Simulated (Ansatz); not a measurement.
# Mg8Si4HO: the cost of one run

All numbers below are computed with Ansatz 0.2.0 (DFT PBEsol, plane waves, PAW, scalar-relativistic, no spin polarisation).

The COD entry's cell or inner coordinates are ideal or old and differ from later refinements, so a difference from it is no clean test against experiment.

## Step 1: The system as given

The cell holds 14 atoms (HMg8OSi4): a = 6.391 Å, b = 6.391 Å, c = 15.793 Å, α = 90.00°, β = 90.00°, γ = 90.00°.

Structure file:

```xyz
14
Lattice="6.3910 0.0000 0.0000 0.0000 6.3910 0.0000 0.0000 0.0000 15.7933" Properties=species:S:1:pos:R:3 pbc="T T T"
Mg    1.5978    4.7933    5.7932
Mg    1.5978    1.5978    5.7932
Si    0.0000    0.0000    1.0000
Mg    1.5978    1.5978    2.5977
Mg    1.5978    4.7933    2.5977
Si    0.0000    3.1955    4.1955
Mg    4.7933    4.7933    2.5977
Mg    4.7933    1.5978    2.5977
Si    3.1955    0.0000    4.1955
Mg    4.7933    1.5978    5.7932
Mg    4.7933    4.7933    5.7932
Si    3.1955    3.1955    1.0000
O    -0.0210    4.7102    7.2232
H    -0.0193    4.4102    8.1532
```

## Step 2: Relaxing end A

Contents of input.yaml:

```yaml
crystal:
  lattice:
    - [6.391, 0.0, 0.0]
    - [0.0, 6.391, 0.0]
    - [0.0, 0.0, 15.79325]
  atoms:
    - { symbol: Mg, position: [0.25, 0.75, 0.3668181] }
    - { symbol: Mg, position: [0.25, 0.25, 0.3668181] }
    - { symbol: Si, position: [0.0, 0.0, 0.0633182] }
    - { symbol: Mg, position: [0.25, 0.25, 0.1644848] }
    - { symbol: Mg, position: [0.25, 0.75, 0.1644848] }
    - { symbol: Si, position: [0.0, 0.5, 0.2656515] }
    - { symbol: Mg, position: [0.75, 0.75, 0.1644848] }
    - { symbol: Mg, position: [0.75, 0.25, 0.1644848] }
    - { symbol: Si, position: [0.5, 0.0, 0.2656515] }
    - { symbol: Mg, position: [0.75, 0.25, 0.3668181] }
    - { symbol: Mg, position: [0.75, 0.75, 0.3668181] }
    - { symbol: Si, position: [0.5, 0.5, 0.0633182] }
    - { symbol: O, position: [-0.0032906, 0.7369975, 0.4573631] }
    - { symbol: H, position: [-0.0030173, 0.6900572, 0.516249] }
basis:
  ecutwfc: 420.0
kpoints:
  mp_grid: { grid: [3, 3, 1] }
hamiltonian:
  xc: pbesol
scf:
  occupations: { method: gaussian, width: 0.1 }
  lower_state_search: "off"
relax:
  f_tol: 0.03
  max_steps: 60
  adjacent_minimum: "off"
  constraints: [{ sites: [2, 11] }]
output:
  write_density: true
  write_potential: true
  elf: true
  volumetric_format: npy
```

Launch:

```
ansatz run input.yaml --threads 2 --pin off --max-ram 5120MiB --backend cpu --events-out ev --progress --plain --runs-dir out
```

**Question.** How long does this run take on 2 threads of AMD EPYC 9R45 (Zen 5), shared host, and how much memory does it need?

About 51 s, with a peak of 0.98 GiB.
